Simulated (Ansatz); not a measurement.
**Ge₂H₆S: how energies converge with the basis set**

One table from this session's results is given with a row withheld; the runs are named, their logs left out.

Program: Ansatz 0.2.0, Gaussian basis. Level of theory: one geometry, several basis sets. These are calculated values, not measurements.

The runs, in order: PBE0-D4/def2-SVP; ωB97M-V/def2-SVP; PBE0-D4/def2-QZVPP; ωB97M-V/def2-QZVPP; the functionals' def2-TZVPP values are taken from earlier runs.

## Structure used throughout

The geometry comes from an earlier relaxation with PBE0-D4 in a triple-zeta def2 set; it is a stationary point, not always the lowest conformer.

SMILES `[GeH3][S][GeH3]`, 9 atoms, charge 0, spin multiplicity 1.

Atoms are counted from 1 here; the program's logs count them from 0.

Bond lengths: Ge1–S2 2.221 Å, Ge1–H4 1.538 Å, Ge1–H5 1.533 Å, Ge1–H6 1.538 Å, S2–Ge3 2.221 Å, Ge3–H7 1.538 Å, Ge3–H8 1.533 Å, Ge3–H9 1.538 Å. Angles: S2–Ge1–H4 109.9°, S2–Ge1–H5 106.0°, S2–Ge1–H6 109.9°, H4–Ge1–H5 110.8°, H4–Ge1–H6 109.5°, H5–Ge1–H6 110.8°, Ge1–S2–Ge3 98.4°, S2–Ge3–H7 109.9°, S2–Ge3–H8 106.0°, S2–Ge3–H9 109.9°, H7–Ge3–H8 110.8°, H7–Ge3–H9 109.5°, H8–Ge3–H9 110.8°.

As a file:

```xyz
9
Ge2H6S
Ge   -0.8322    0.7558   -1.2430
S     1.2553    0.6691   -0.4883
Ge    0.9273   -0.7252    1.2098
H    -1.2958   -0.6493   -1.6619
H    -0.8061    1.7018   -2.4490
H    -1.7635    1.2970   -0.1455
H     0.3749   -2.0625    0.6892
H     2.2990   -0.9218    1.8655
H    -0.0703   -0.1113    2.2061
```

Set-up of the first run:

The input, in.yaml:

```yaml
crystal:
  periodic: [false, false, false]
  atoms:
    - {symbol: Ge, position_ang: [-0.832203, 0.755761, -1.242996]}
    - {symbol: S, position_ang: [1.255318, 0.669085, -0.488252]}
    - {symbol: Ge, position_ang: [0.927317, -0.725156, 1.209806]}
    - {symbol: H, position_ang: [-1.295809, -0.649276, -1.661945]}
    - {symbol: H, position_ang: [-0.806060, 1.701838, -2.449022]}
    - {symbol: H, position_ang: [-1.763520, 1.296972, -0.145534]}
    - {symbol: H, position_ang: [0.374867, -2.062503, 0.689244]}
    - {symbol: H, position_ang: [2.299049, -0.921807, 1.865493]}
    - {symbol: H, position_ang: [-0.070261, -0.111314, 2.206106]}
basis:
  gaussian: {orbitals: def2-SVP}
hamiltonian: {xc: pbe0, dispersion: d4}
output: {orbitals: {seedname: orbitals}}
```

Steps of the session up to this table: PBE0-D4 in def2-SVP; ωB97M-V in def2-SVP; PBE0-D4 in def2-QZVPP; ωB97M-V in def2-QZVPP.

One of the session's tables, all rows but one given; the rest of the session is left out.

It belongs to the step «Functionals by basis». 

```
functional       basis  HOMO (eV)  LUMO (eV)
   PBE0-D4    def2-SVP      -7.14      -0.03
   PBE0-D4  def2-TZVPP          ?          ?
   PBE0-D4  def2-QZVPP      -7.22      -0.38
   ωB97M-V    def2-SVP      -9.24       1.86
   ωB97M-V  def2-TZVPP      -9.37       1.63
   ωB97M-V  def2-QZVPP      -9.38       1.18
```

Q: Estimate the row for PBE0-D4, def2-TZVPP from the others.

**Answer.** HOMO (eV): -7.22; LUMO (eV): -0.17.
